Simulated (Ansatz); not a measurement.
This script makes vertical spin-state energies of BrH₃OSiSn, SMILES [Br][SnH]1[O][SiH2]1 with Ansatz 0.2.0 through its Python package.

The script, `brh3osisn_spin.py`:
```python
# -*- coding: utf-8 -*-
import ansatz as az
from ase import Atoms


def main():
    atoms = Atoms(["Br", "Sn", "O", "Si", "H", "H", "H"], positions=[
        [-2.903, 0.976, -0.0414],
        [-0.4794, 0.9683, -0.5166],
        [0.4268, 0.2307, 1.0836],
        [0.745, -1.1414, 0.124],
        [0.3609, 2.4328, -0.9929],
        [-0.1899, -2.2387, 0.5806],
        [2.1009, -1.2957, -0.2831],
    ])
    molecule = az.Crystal.molecule_from_ase(atoms)

    model = (
        molecule.calculation()
        .basis(gaussian="def2-SVP")
        .functional("pbe0")
    )
    found = {}
    for unpaired in [0, 2]:
        rep = model.spin("collinear", total=unpaired).run(threads=1, backend="cpu").report
        s = unpaired / 2
        found[unpaired] = rep["free_energy_ev"]
        print(f"2S+1 = {unpaired + 1}: E = {found[unpaired]:.5f} eV, <S^2> = {abs(rep['mean_field']['state']['spin_squared']):.3f} (pure state {s * (s + 1):.2f})")
    lowest = min(found, key=found.get)
    for unpaired, e in found.items():
        print(f"multiplicity {unpaired + 1}: {23.060548 * (e - found[lowest]):.1f} kcal/mol above the lowest")


if __name__ == "__main__":
    main()
```

Which spin state is lowest at this geometry, and how far above lie the others?

In order: multiplicity 1 (+0.00 eV) and multiplicity 3 (+2.09 eV), all at the one geometry.

The output:

Running `python brh3osisn_spin.py` prints:
```text
2S+1 = 1: E = -85825.67155 eV, <S^2> = 0.000 (pure state 0.00)
2S+1 = 3: E = -85823.58226 eV, <S^2> = 2.008 (pure state 2.00)
multiplicity 1: 0.0 kcal/mol above the lowest
multiplicity 3: 48.2 kcal/mol above the lowest
```

Caveats:
- Total energies depend on the basis set; only differences at equal settings carry meaning.
- The geometry is a force-field or estimated start, not a minimum of this method, and the basis set is short of its limit. All parts are taken at fixed geometry, without zero-point energy.
- def2 sets replace the cores of elements past krypton by effective core potentials.
- Spin-orbit coupling, which mixes and shifts the spin states of heavy atoms, is left out.
- Finished in 20 s on 1 thread of Arm Neoverse V1, with other jobs on the host, peak memory 0.44 GiB.

(A comment or docstring line of the script was reworded after the run, the code is as it ran; lines on the test bed's own set-up are left out of the output.)
